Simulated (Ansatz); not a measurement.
# C₂H₅Cl₂GaO: how energies converge with the basis set

How large a basis does C₂H₅Cl₂GaO need? Two functionals are run in growing sets.

Program: Ansatz 0.2.0, Gaussian basis. Level of theory: one geometry, several basis sets. These are calculated values, not measurements.

Levels to be run: PBE0-D4/def2-SVP; ωB97M-V/def2-SVP; PBE0-D4/def2-QZVPP; ωB97M-V/def2-QZVPP; the functionals' def2-TZVPP values are taken from earlier runs.

### Step 1. The relaxed structure

The geometry comes from an earlier relaxation with PBE0-D4 in a triple-zeta def2 set; it is a stationary point, not always the lowest conformer.

SMILES `CC[O][Ga]([Cl])[Cl]`, 11 atoms, charge 0, spin multiplicity 1.

Atoms are counted from 1 here; the program's logs count them from 0.

Bond lengths: C1–C2 1.511 Å, C1–H7 1.093 Å, C1–H8 1.094 Å, C1–H9 1.092 Å, C2–O3 1.419 Å, C2–H10 1.095 Å, C2–H11 1.097 Å, O3–Ga4 1.760 Å, Ga4–Cl5 2.126 Å, Ga4–Cl6 2.111 Å. Angles: C2–C1–H7 110.5°, C2–C1–H8 110.9°, C2–C1–H9 110.5°, H7–C1–H8 107.7°, H7–C1–H9 108.5°, H8–C1–H9 108.5°, C1–C2–O3 111.7°, C1–C2–H10 110.3°, C1–C2–H11 110.1°, O3–C2–H10 106.2°, O3–C2–H11 111.2°, H10–C2–H11 107.2°, C2–O3–Ga4 122.3°, O3–Ga4–Cl5 120.5°, O3–Ga4–Cl6 119.0°, Cl5–Ga4–Cl6 120.5°.

### Step 2. PBE0-D4 in def2-SVP

File in.yaml:

```yaml
crystal:
  periodic: [false, false, false]
  atoms:
    - {symbol: C, position_ang: [-0.096208, -1.391151, 0.568727]}
    - {symbol: C, position_ang: [0.879972, -0.258072, 0.354938]}
    - {symbol: O, position_ang: [0.263070, 1.007107, 0.531102]}
    - {symbol: Ga, position_ang: [-0.658532, 1.789821, -0.747650]}
    - {symbol: Cl, position_ang: [-0.724026, 0.949280, -2.698948]}
    - {symbol: Cl, position_ang: [-1.660460, 3.599140, -0.325312]}
    - {symbol: H, position_ang: [0.415103, -2.355111, 0.504687]}
    - {symbol: H, position_ang: [-0.881573, -1.379229, -0.193074]}
    - {symbol: H, position_ang: [-0.565061, -1.312552, 1.551644]}
    - {symbol: H, position_ang: [1.688028, -0.309342, 1.091715]}
    - {symbol: H, position_ang: [1.339689, -0.339891, -0.637830]}
basis:
  gaussian: {orbitals: def2-SVP}
hamiltonian: {xc: pbe0, dispersion: d4}
output: {orbitals: {seedname: orbitals}}
```

Launch:

```
> ansatz run in.yaml --threads 4 --pin off --events-out ev --progress --plain --max-ram 11315MiB
```

The runs that follow: ωB97M-V in def2-SVP; PBE0-D4 in def2-QZVPP; ωB97M-V in def2-QZVPP.

Before running them: what should the planned runs give, taken together? Wanted: PBE0-D4: double and triple zeta above quadruple; ωB97M-V: double and triple zeta above quadruple.

The runs gave:

```
                                       quantity           value
PBE0-D4: double and triple zeta above quadruple  22.30, 2.16 eV
ωB97M-V: double and triple zeta above quadruple  22.26, 2.07 eV
```

What this shows: For PBE0-D4 the step from double to triple zeta gains 20.14 eV and the next only 2.16 eV. These are total energies; as a rule much of such shifts cancels in differences, which this series doesn't test.
